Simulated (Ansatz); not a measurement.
# BH7N2S: the cost of one run

Program: Ansatz 0.2.0. Level of theory: RKS PBE0-D4/6-31G*. These are calculated values, not measurements.

1 further run of the same task is left out (it didn't finish).

## Step 1: The system as given

Bond lengths: B1–N3 1.550 Å, N3–H4 1.060 Å, N3–H5 1.060 Å, B1–N6 1.550 Å, N6–H7 1.060 Å, N6–H8 1.060 Å, B1–S9 2.190 Å, S9–H10 1.400 Å, S9–H11 1.549 Å. Angles: B1–N3–H4 120.0°, B1–N3–H5 120.0°, H4–N3–H5 120.0°, N3–B1–N6 120.0°, N3–B1–S9 105.4°, N6–B1–S9 92.8°, B1–N6–H7 120.0°, B1–N6–H8 120.0°, H7–N6–H8 120.0°, B1–S9–H10 109.5°, B1–S9–H11 57.4°, H10–S9–H11 117.5°.

As a file:

```xyz
11

B     0.0000    0.0000    0.0000
H     0.0000    0.0000    1.5400
N     1.3423    0.0000   -0.7750
H     1.8089   -0.9179   -1.0268
H     1.7937    0.9179   -1.0532
N    -1.3423    0.0000   -0.7750
H    -2.0112   -0.8164   -0.6764
H    -1.5914    0.8164   -1.4036
S    -0.2739    2.0601    0.6906
H    -1.5750    2.4834    0.3940
H    -0.1153    0.8675    1.6662
```

## Step 2: A restrained relaxation towards end A

Springs on the bonds that form and break draw the guess towards this end; the thresholds are loose.

Contents of input.yaml:

```yaml
crystal:
  periodic: [false, false, false]
  atoms:
    - { symbol: B, position_ang: [0.0, 0.0, 0.0] }
    - { symbol: H, position_ang: [0.0, 0.0, 1.54] }
    - { symbol: "N", position_ang: [1.3423, 0.0, -0.775] }
    - { symbol: H, position_ang: [1.8089, -0.9179, -1.0268] }
    - { symbol: H, position_ang: [1.7937, 0.9179, -1.0532] }
    - { symbol: "N", position_ang: [-1.3423, 0.0, -0.775] }
    - { symbol: H, position_ang: [-2.0112, -0.8164, -0.6764] }
    - { symbol: H, position_ang: [-1.5914, 0.8164, -1.4036] }
    - { symbol: S, position_ang: [-0.2739, 2.0601, 0.6906] }
    - { symbol: H, position_ang: [-1.575, 2.4834, 0.394] }
    - { symbol: H, position_ang: [-0.1153, 0.8675, 1.6662] }
basis:
  gaussian: { orbitals: "6-31G*" }
hamiltonian:
  xc: pbe0
  dispersion: d4
relax:
  f_tol: 0.15
  max_steps: 25
  restrain:
    - { distance: [0, 8], at: 3.09, k: 30.0 }
    - { distance: [10, 1], at: 1.86, k: 30.0 }
    - { distance: [0, 1], at: 1.19, k: 30.0 }
    - { distance: [10, 8], at: 1.4, k: 30.0 }
```

On the command line:

```console
> ansatz run input.yaml --threads 1 --pin off --max-ram 2048MiB --backend cpu --events-out ev --progress --plain --runs-dir out
```

Q: Estimate wall time and peak memory on 1 thread of Arm Neoverse V2, shared host.

About 59 s, with a peak of 0.15 GiB.
